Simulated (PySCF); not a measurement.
# InH2(CH2SiH3): geometry, NMR shifts and electronic excitations

Wanted: the NMR shifts and electronic excitations of InH2(CH2SiH3) (`[H][In]([H])[CH2][SiH3]`), by calculation.

Computed with PySCF 2.14.0, with density-fitted response routines of our own, on a single molecule in the gas phase. Atoms count from 0, in the outputs and in this text.

## Step 1: The molecule as given

10 atoms, charge 0, multiplicity 1; geometry from: GFN2-xTB.

Bonds of the start (Å): In0–H1 1.75, In0–H2 1.75, In0–C3 2.22, C3–Si4 1.90, C3–H5 1.09, C3–H6 1.09, Si4–H7 1.47, Si4–H8 1.47, Si4–H9 1.47.

## Step 2: Optimising the geometry at PBE0-D3(BJ)/def2-SVP

What the job is given:

```
{"job": {"xc": "PBE0", "basis": "def2-SVP", "d3": "d3bj", "grid": 1, "maxiter": 40, "kind": "geom"}, "charge": 0, "multiplicity": 1}
In     0.909810     1.528790    -0.662340
H      2.651100     1.677540    -0.609640
H      0.160540     3.107670    -0.683340
C     -0.190280    -0.397590    -0.746630
Si    -0.635090    -1.020460     0.988910
H     -1.089540    -0.235690    -1.343670
H      0.443670    -1.117080    -1.267450
H      0.597860    -1.221630     1.769440
H     -1.486800    -0.026500     1.664360
H     -1.361290    -2.295040     0.890360
```

Output:

```text
step   0  E = -521.60099773  max force = 0.021208
step   1  E = -521.60418401  max force = 0.005357
step   2  E = -521.60443386  max force = 0.001616
step   3  E = -521.60445641  max force = 0.000831
step   4  E = -521.60446261  max force = 0.000237
optimisation converged
```

Run time: 19 s. Hardware: 1 thread, shared host.

Along the way:

```csv
step,energy from step 0 (eV),largest force component (eV/Å)
0,0.0000,1.0906
1,-0.0867,0.2755
2,-0.0935,0.0831
3,-0.0941,0.0427
4,-0.0943,0.0122
```

Distances of close pairs at the start and the end, largest changes first:

```csv
bond,before (Å),after (Å),change (Å)
In0–C3,2.220,2.174,-0.046
Si4–H9,1.470,1.498,+0.028
C3–Si4,1.897,1.871,-0.026
Si4–H8,1.473,1.499,+0.026
Si4–H7,1.473,1.499,+0.026
In0–H1,1.748,1.734,-0.014
In0–H2,1.748,1.734,-0.014
C3–H6,1.091,1.102,+0.011
```

The final coordinates are the input of the step that follows.

```csv
at the end point,value
point group (found at 0.08 Å tolerance),Cs
"rotational constants (GHz, main isotopes)","16.792, 1.580, 1.524"
dipole moment (D),1.01
```

## Step 3: NMR shieldings: PBE0/def2-TZVP+pcSseg-1

What the job is given:

```
{"job": {"kind": "nmr", "xc": "PBE0", "basis": {"default": "pcSseg-1", "In": "def2-TZVP"}}, "charge": 0, "multiplicity": 1}
In     0.921818     1.549000    -0.668445
H      2.654282     1.527530    -0.597097
H      0.025398     3.033440    -0.681466
C     -0.156679    -0.337563    -0.744254
Si    -0.617076    -0.993701     0.946255
H     -1.073832    -0.185743    -1.336585
H      0.477112    -1.076869    -1.260549
H      0.610066    -1.211099     1.778499
H     -1.481572    -0.011354     1.676574
H     -1.359537    -2.293631     0.887068
```

Level: GIAO PBE0/pcSseg-1 In:def2-TZVP NMR shielding, scalar relativity only through core potentials, gas phase.

Output:

```text
coarse grid: 36984 points
cycle   1  E = -520.7730347044  dE = -3.198e+01  |g| = 2.055e+00  |ddm| = 4.518e+01
cycle   2  E = -519.6554101780  dE =  1.118e+00  |g| = 3.590e+00  |ddm| = 8.103e+00
cycle   3  E = -521.7043866854  dE = -2.049e+00  |g| = 1.561e-01  |ddm| = 3.746e+00
cycle   4  E = -521.7104118302  dE = -6.025e-03  |g| = 5.529e-02  |ddm| = 3.496e-01
cycle   5  E = -521.7112604532  dE = -8.486e-04  |g| = 2.330e-02  |ddm| = 9.640e-02
cycle   6  E = -521.7113994394  dE = -1.390e-04  |g| = 5.121e-03  |ddm| = 2.554e-02
cycle   7  E = -521.7114067880  dE = -7.349e-06  |g| = 1.269e-03  |ddm| = 7.016e-03
final grid: 74784 points
cycle   8  E = -521.7114389367  dE = -3.367e-08  |g| = 1.202e-03  |ddm| = 2.117e-03
cycle   9  E = -521.7114388207  dE =  1.161e-07  |g| = 1.342e-03  |ddm| = 2.079e-03
cycle  10  E = -521.7114392069  dE = -3.862e-07  |g| = 2.036e-04  |ddm| = 1.254e-03
cycle  11  E = -521.7114392178  dE = -1.091e-08  |g| = 1.216e-05  |ddm| = 1.979e-04
cycle  12  E = -521.7114392179  dE = -3.547e-11  |g| = 2.141e-06  |ddm| = 1.446e-05
converged SCF energy = -521.7114392179

GIAO shielding tensors (ppm)
atom      isotropic    diamagn.    paramagn.     s11        s22        s33       span
  0 In         nan         nan         nan        nan        nan        nan        nan
  1 H       24.745      26.996      -2.251     17.467     19.640     37.126     19.659
  2 H       24.749      27.003      -2.253     17.476     19.654     37.117     19.642
  3 C      187.593     254.432     -66.839    164.298    188.977    209.504     45.206
  4 Si     428.291     878.640    -450.350    400.801    405.889    478.182     77.381
  5 H       30.836      30.150       0.685     25.422     28.458     38.627     13.205
  6 H       30.806      30.156       0.650     25.381     28.467     38.571     13.190
  7 H       27.236      28.740      -1.504     23.466     25.862     32.380      8.913
  8 H       27.225      28.736      -1.511     23.457     25.860     32.359      8.902
  9 H       26.963      27.739      -0.776     23.548     24.366     32.974      9.425
```

Wall time 8.7 s (1 thread, shared host).

The references, computed at this level on geometries of the same kind, shield at (ppm): ¹H TMS 31.27, ¹³C TMS 184.4, ²⁹Si TMS 352.0. Their shielding less the atom's gives the shift. The references are single molecules in the gas phase. Atoms listed in one row are averaged.

```csv
atoms,environment,σ (ppm),δ (ppm)
C3,"carbon bonded to In, Si, 2 H",187.6,-3.2
"H1, H2",hydrogen on a In bonded to C,24.75,6.52
"H7, H8, H9",hydrogen on a silicon bonded to C,27.14,4.13
"H5, H6","hydrogen on a carbon bonded to In, Si",30.82,0.45
Si4,"silicon bonded to C, 3 H",428.3,-76.3
```

Atoms past Kr carry core potentials, so their printed shieldings have no meaning and are left out of the table.

The run also stored atomic charges by several schemes (e):

```csv
atoms,Mulliken,ESP fit
In0,0.47,0.77
C3,-0.81,-0.55
Si4,0.45,0.47
```

Mayer bond orders: In0–C3 0.92, C3–Si4 0.93.

With diffuse functions Mulliken charges and Mayer bond orders lose their meaning; the other schemes are steadier.

## Step 4: Ultraviolet spectrum: B3LYP/def2-SVPD

Settings changed since step 3:

```diff
@@ -1,2 +1,2 @@
-{"job": {"kind": "nmr", "xc": "PBE0", "basis": {"default": "pcSseg-1", "In": "def2-TZVP"}}, "charge": 0, "multiplicity": 1}
+{"job": {"kind": "uv", "xc": "B3LYP", "basis": "def2-SVPD", "ip": true, "nstates": 10}, "charge": 0, "multiplicity": 1}
 In     0.921818     1.549000    -0.668445
```

Method: TDDFT B3LYP/def2-SVPD, vertical, gas phase, core orbitals frozen in the response.

Output:

```text
coarse grid: 36984 points
cycle   1  E = -519.3154428397  dE = -1.908e+01  |g| = 2.504e+00  |ddm| = 1.399e+01
cycle   2  E = -449.7700529058  dE =  6.955e+01  |g| = 8.823e+00  |ddm| = 9.030e+01
cycle   3  E = -521.7872484111  dE = -7.202e+01  |g| = 5.126e-01  |ddm| = 9.086e+01
cycle   4  E = -521.7895580968  dE = -2.310e-03  |g| = 5.299e-01  |ddm| = 1.662e+00
cycle   5  E = -521.8661292444  dE = -7.657e-02  |g| = 1.548e-01  |ddm| = 7.848e-01
cycle   6  E = -521.8744766796  dE = -8.347e-03  |g| = 2.432e-02  |ddm| = 2.317e-01
cycle   7  E = -521.8746784171  dE = -2.017e-04  |g| = 5.995e-03  |ddm| = 6.294e-02
cycle   8  E = -521.8746913657  dE = -1.295e-05  |g| = 1.146e-03  |ddm| = 1.293e-02
cycle   9  E = -521.8746917909  dE = -4.251e-07  |g| = 3.413e-04  |ddm| = 2.366e-03
final grid: 74784 points
cycle  10  E = -521.8747173600  dE = -5.093e-08  |g| = 3.258e-04  |ddm| = 3.370e-03
cycle  11  E = -521.8747173566  dE =  3.385e-09  |g| = 3.553e-04  |ddm| = 1.206e-03
cycle  12  E = -521.8747173914  dE = -3.483e-08  |g| = 7.066e-05  |ddm| = 5.812e-04
cycle  13  E = -521.8747173929  dE = -1.436e-09  |g| = 6.427e-06  |ddm| = 9.054e-05
cycle  14  E = -521.8747173929  dE = -1.842e-11  |g| = 9.480e-07  |ddm| = 1.333e-05
converged SCF energy = -521.8747173929

Static polarisability (au): isotropic 82.083, principal 67.798 77.233 101.219

Singlet excitations
state   eV       nm        f      main configurations
  1   4.3648    284.1   0.00660   H->L 0.99
  2   4.8493    255.7   0.00002   H-1->L 1.00
  3   6.1492    201.6   0.00818   H-2->L 0.91
  4   6.3180    196.2   0.00039   H-3->L 0.99
  5   6.3814    194.3   0.13635   H->L+1 0.72, H->L+2 0.17
  6   6.6749    185.7   0.07999   H->L+2 0.79, H->L+1 0.11
  7   6.9781    177.7   0.00194   H-1->L+1 0.76, H-1->L+2 0.18
  8   6.9917    177.3   0.12297   H-4->L 0.84
  9   7.2577    170.8   0.24102   H->L+3 0.91
 10   7.2758    170.4   0.26649   H-1->L+2 0.74, H-1->L+1 0.12, H-1->L+3 0.08

Triplet excitations (Tamm-Dancoff, eV): 4.0875 4.4687 5.4901 5.8262
Vertical ionisation energy (delta-SCF) = 9.4570 eV
Vertical electron affinity (delta-SCF) = 0.2705 eV
```

Wall time 47 s (1 thread, shared host).

The orbitals next to the gap, with their largest atomic shares:

```csv
orbital,eV,atoms
HOMO−3,-9.16,"Si4 38 %, H8 24 %, H7 23 %"
HOMO−2,-9.03,"Si4 32 %, C3 31 %, H7 11 %"
HOMO−1,-7.94,"In0 40 %, H2 28 %, H1 28 %"
HOMO,-7.40,"C3 38 %, In0 23 %, Si4 9 %"
LUMO,-2.03,"In0 66 %, C3 9 %, H1 8 %"
LUMO+1,-0.34,"In0 33 %, C3 16 %, H1 12 %"
LUMO+2,0.02,"In0 52 %, H1 10 %, H2 10 %"
```

With each of the 10 states as a Gaussian band of 0.4 eV half-width at 1/e, the curve within the window shown has maxima at 284 nm (ε 270), 172 nm (ε 24,000) L/(mol cm). Beyond the last state computed it falls off for lack of states. The curve at chosen wavelengths:

```json
{"nm": "164", "ε (L/mol/cm)": "11953"}
{"nm": "171", "ε (L/mol/cm)": "24116"}
{"nm": "177", "ε (L/mol/cm)": "20976"}
{"nm": "184", "ε (L/mol/cm)": "12924"}
{"nm": "190", "ε (L/mol/cm)": "9892"}
{"nm": "197", "ε (L/mol/cm)": "7324"}
{"nm": "204", "ε (L/mol/cm)": "3967"}
{"nm": "210", "ε (L/mol/cm)": "1737"}
{"nm": "217", "ε (L/mol/cm)": "486"}
{"nm": "223", "ε (L/mol/cm)": "131"}
{"nm": "230", "ε (L/mol/cm)": "24"}
{"nm": "237", "ε (L/mol/cm)": "6"}
{"nm": "243", "ε (L/mol/cm)": "9"}
{"nm": "250", "ε (L/mol/cm)": "29"}
{"nm": "256", "ε (L/mol/cm)": "62"}
{"nm": "263", "ε (L/mol/cm)": "122"}
{"nm": "270", "ε (L/mol/cm)": "191"}
{"nm": "276", "ε (L/mol/cm)": "240"}
{"nm": "283", "ε (L/mol/cm)": "267"}
{"nm": "289", "ε (L/mol/cm)": "259"}
{"nm": "296", "ε (L/mol/cm)": "223"}
{"nm": "303", "ε (L/mol/cm)": "170"}
{"nm": "309", "ε (L/mol/cm)": "125"}
{"nm": "316", "ε (L/mol/cm)": "81"}
{"nm": "322", "ε (L/mol/cm)": "53"}
{"nm": "329", "ε (L/mol/cm)": "30"}
```

Ground-state properties from the same run:

```csv
property,computed
dipole moment (D),0.99
polarisability (Å³),12.16
HOMO–LUMO gap (eV),5.37
−ε(HOMO) (eV),7.40
```

## Step 5: Nuclear shieldings: KT2/def2-TZVP+pcSseg-1

Settings changed since step 4:

```diff
@@ -1,2 +1,2 @@
-{"job": {"kind": "uv", "xc": "B3LYP", "basis": "def2-SVPD", "ip": true, "nstates": 10}, "charge": 0, "multiplicity": 1}
+{"job": {"kind": "nmr", "xc": "KT2", "basis": {"default": "pcSseg-1", "In": "def2-TZVP"}, "pop": false}, "charge": 0, "multiplicity": 1}
 In     0.921818     1.549000    -0.668445
```

Method: GIAO KT2/pcSseg-1 In:def2-TZVP NMR shielding, scalar relativity only through core potentials, gas phase.

Output:

```text
coarse grid: 36984 points
cycle   1  E = -523.8655639471  dE = -3.031e+01  |g| = 2.707e+00  |ddm| = 4.388e+01
cycle   2  E = -463.3806605494  dE =  6.048e+01  |g| = 8.789e+00  |ddm| = 3.027e+01
cycle   3  E = -526.1104345507  dE = -6.273e+01  |g| = 6.932e-01  |ddm| = 2.918e+01
cycle   4  E = -525.9111889579  dE =  1.992e-01  |g| = 1.132e+00  |ddm| = 2.116e+00
cycle   5  E = -526.2657400038  dE = -3.546e-01  |g| = 1.540e-01  |ddm| = 1.195e+00
cycle   6  E = -526.2740790321  dE = -8.339e-03  |g| = 5.087e-02  |ddm| = 3.552e-01
cycle   7  E = -526.2747900090  dE = -7.110e-04  |g| = 2.371e-02  |ddm| = 9.160e-02
cycle   8  E = -526.2749231384  dE = -1.331e-04  |g| = 5.887e-03  |ddm| = 3.086e-02
cycle   9  E = -526.2749328023  dE = -9.664e-06  |g| = 1.926e-03  |ddm| = 9.501e-03
final grid: 74784 points
cycle  10  E = -526.2749887159  dE = -3.668e-08  |g| = 2.015e-03  |ddm| = 6.047e-03
cycle  11  E = -526.2749883839  dE =  3.320e-07  |g| = 2.353e-03  |ddm| = 6.272e-03
cycle  12  E = -526.2749895628  dE = -1.179e-06  |g| = 4.375e-04  |ddm| = 3.455e-03
cycle  13  E = -526.2749896085  dE = -4.569e-08  |g| = 9.083e-05  |ddm| = 4.868e-04
cycle  14  E = -526.2749896109  dE = -2.491e-09  |g| = 6.446e-06  |ddm| = 1.260e-04
cycle  15  E = -526.2749896110  dE = -1.364e-11  |g| = 5.936e-07  |ddm| = 1.206e-05
converged SCF energy = -526.2749896110

GIAO shielding tensors (ppm)
atom      isotropic    diamagn.    paramagn.     s11        s22        s33       span
  0 In         nan         nan         nan        nan        nan        nan        nan
  1 H       24.295      26.968      -2.674     17.087     19.492     36.305     19.218
  2 H       24.300      26.975      -2.675     17.095     19.507     36.297     19.201
  3 C      181.473     255.162     -73.689    153.591    184.969    205.858     52.267
  4 Si     441.651     881.721    -440.069    416.341    417.474    491.138     74.797
  5 H       30.447      30.122       0.325     25.281     28.374     37.687     12.406
  6 H       30.416      30.128       0.288     25.242     28.381     37.625     12.383
  7 H       27.094      28.895      -1.801     23.414     25.767     32.101      8.686
  8 H       27.083      28.892      -1.809     23.405     25.765     32.079      8.674
  9 H       26.807      27.815      -1.008     23.509     24.227     32.687      9.178
```

Wall time 17 s (1 thread, shared host).

In short: δ C3 1.7, Si4 -80.6, H1 6.88, H7 4.18 ppm (means over like atoms).

## Step 6: Run by run: NMR shifts

Shifts (ppm), means over like atoms, with basis size and wall time:

```csv
run,C3,H1,H7,H5,Si4,functions,time
PBE0/def2-TZVP+pcSseg-1,-3.2,6.52,4.13,0.45,-76.3,126,8.7 s
KT2/def2-TZVP+pcSseg-1,1.7,6.88,4.18,0.75,-80.6,126,17 s
```

## Step 7: Outcome

```
                                                                        quantity                         value
                                                                     point group                            Cs
                                            rotational constants (main isotopes)         16.79, 1.58, 1.52 GHz
                                ¹³C shifts against TMS (PBE0/def2-TZVP+pcSseg-1)                      -3.2 ppm
¹H shifts against TMS (PBE0/def2-TZVP+pcSseg-1, means over atoms taken as alike)          6.52, 4.13, 0.45 ppm
                               ²⁹Si shifts against TMS (PBE0/def2-TZVP+pcSseg-1)                     -76.3 ppm
                                                lowest singlet (B3LYP/def2-SVPD)   4.36 eV (284 nm), f = 0.007
                                        brightest single state of those computed  state 10, 7.28 eV, f = 0.266
                                                                  lowest triplet                       4.09 eV
                                               vertical ionisation energy (ΔSCF)                       9.46 eV
                                               vertical electron affinity (ΔSCF)                       0.27 eV
                                                        range of the shift of C3               -3.2 to 1.7 ppm
```

**Reading.** Over 4 steps the energy fell by 0.094 eV; of the close pairs, In0–C3 changed most, 2.220 to 2.174 Å. At PBE0/def2-TZVP+pcSseg-1: The largest span, 77 ppm, is at Si4, where the paramagnetic term is -450 ppm. The lowest singlet, at 4.36 eV, is HOMO→LUMO 0.99 and is weak; of the 10 states computed, the strongest absorption comes from states 9 to 10 together at 7.28 eV (the last computed, so partners may be missing). The lowest triplet lies 0.28 eV below the lowest singlet (triplets in Tamm-Dancoff, singlets in full TDDFT). Spin-orbit coupling, left out, mixes singlets and triplets in elements this heavy. ΔSCF puts the ionisation energy at 9.46 eV, 2.06 eV above −ε(HOMO). Across the 2 runs the shift of C3 moves most, between -3.2 (PBE0/def2-TZVP+pcSseg-1) and 1.7 ppm (KT2/def2-TZVP+pcSseg-1). Spin-orbit coupling is left out, which matters for shieldings and couplings at and beside the heavy atoms.
